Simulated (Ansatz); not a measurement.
**C₄H₁₀Si: geometry**

The task, for C₄H₁₀Si: geometry.

Method: the levels named in each step, in Ansatz 0.2.0.

## (1) The structure to begin with

Bond lengths (14 of 15 bonds, heavy atoms first): Si1–C2 1.898 Å, C2–C3 1.542 Å, C3–C4 1.534 Å, C2–C5 1.541 Å, C4–C5 1.533 Å, Si1–H6 1.463 Å, Si1–H7 1.465 Å, Si1–H8 1.466 Å, C2–H9 1.092 Å, C3–H10 1.089 Å, C3–H11 1.090 Å, C4–H12 1.089 Å, C4–H13 1.089 Å, C5–H14 1.090 Å. Angles (14 of 30 angles, heavy atoms first): Si1–C2–C3 114.5°, Si1–C2–C5 114.7°, C3–C2–C5 89.0°, C2–C3–C4 89.2°, C3–C4–C5 89.6°, C2–C5–C4 89.4°, Si1–C2–H9 110.3°, C3–C2–H9 113.4°, C5–C2–H9 113.4°, C2–Si1–H6 109.0°, C2–Si1–H7 109.5°, C2–Si1–H8 108.8°, C2–C3–H10 116.5°, C2–C3–H11 113.0°.

Structure file:

```xyz
15

Si    1.5934    0.4783    0.2978
C     0.0532   -0.0462   -0.6789
C    -1.2226    0.7518   -0.3406
C    -1.7395   -0.4520    0.4580
C    -0.6372   -1.3211   -0.1575
H     2.0085    1.8092   -0.1454
H     1.2759    0.5204    1.7272
H     2.6602   -0.4984    0.0585
H     0.2747   -0.0786   -1.7480
H    -1.0842    1.6738    0.2227
H    -1.8324    0.9707   -1.2167
H    -1.6199   -0.3227    1.5322
H    -2.7642   -0.7583    0.2531
H    -1.0036   -1.9638   -0.9574
H    -0.0661   -1.9311    0.5413
```

## (2) A rough first relaxation, PBE-D4/def2-SVP

input.yaml

```yaml
crystal:
  periodic: [false, false, false]
  atoms:
    - { symbol: Si, position_ang: [1.59344, 0.47829, 0.2978] }
    - { symbol: C, position_ang: [0.05316, -0.04624, -0.67891] }
    - { symbol: C, position_ang: [-1.2226, 0.75178, -0.34064] }
    - { symbol: C, position_ang: [-1.73955, -0.45199, 0.45797] }
    - { symbol: C, position_ang: [-0.63719, -1.32105, -0.15745] }
    - { symbol: H, position_ang: [2.00847, 1.80922, -0.14541] }
    - { symbol: H, position_ang: [1.2759, 0.52036, 1.72723] }
    - { symbol: H, position_ang: [2.66018, -0.49837, 0.05852] }
    - { symbol: H, position_ang: [0.2747, -0.07859, -1.74798] }
    - { symbol: H, position_ang: [-1.08422, 1.67378, 0.22274] }
    - { symbol: H, position_ang: [-1.83238, 0.97068, -1.21675] }
    - { symbol: H, position_ang: [-1.61987, -0.32266, 1.53216] }
    - { symbol: H, position_ang: [-2.76424, -0.75835, 0.25309] }
    - { symbol: H, position_ang: [-1.00363, -1.96377, -0.95742] }
    - { symbol: H, position_ang: [-0.06611, -1.93114, 0.54132] }
basis:
  gaussian: { orbitals: def2-SVP }
hamiltonian:
  xc: pbe
  dispersion: d4
relax:
  f_tol: 0.03
  max_steps: 200
```

On the command line:

```sh
$ ansatz run input.yaml --threads 4 --pin off --max-ram 10240MiB --backend cpu --events-out ev --progress --plain --runs-dir out
```

The runs that follow: Relaxation, PBE0-D4/def2-TZVP.

Q: Predict the outcome of this session. Wanted: Si1–C2 at PBE0-D4/def2-TZVP; C2–C3 at PBE0-D4/def2-TZVP; C2–C5 at PBE0-D4/def2-TZVP.

The runs gave:

| quantity | value |
| --- | --- |
| Si1–C2 at PBE0-D4/def2-TZVP | 1.872 Å |
| C2–C3 at PBE0-D4/def2-TZVP | 1.552 Å |
| C2–C5 at PBE0-D4/def2-TZVP | 1.552 Å |

What this shows: The table above holds the result.
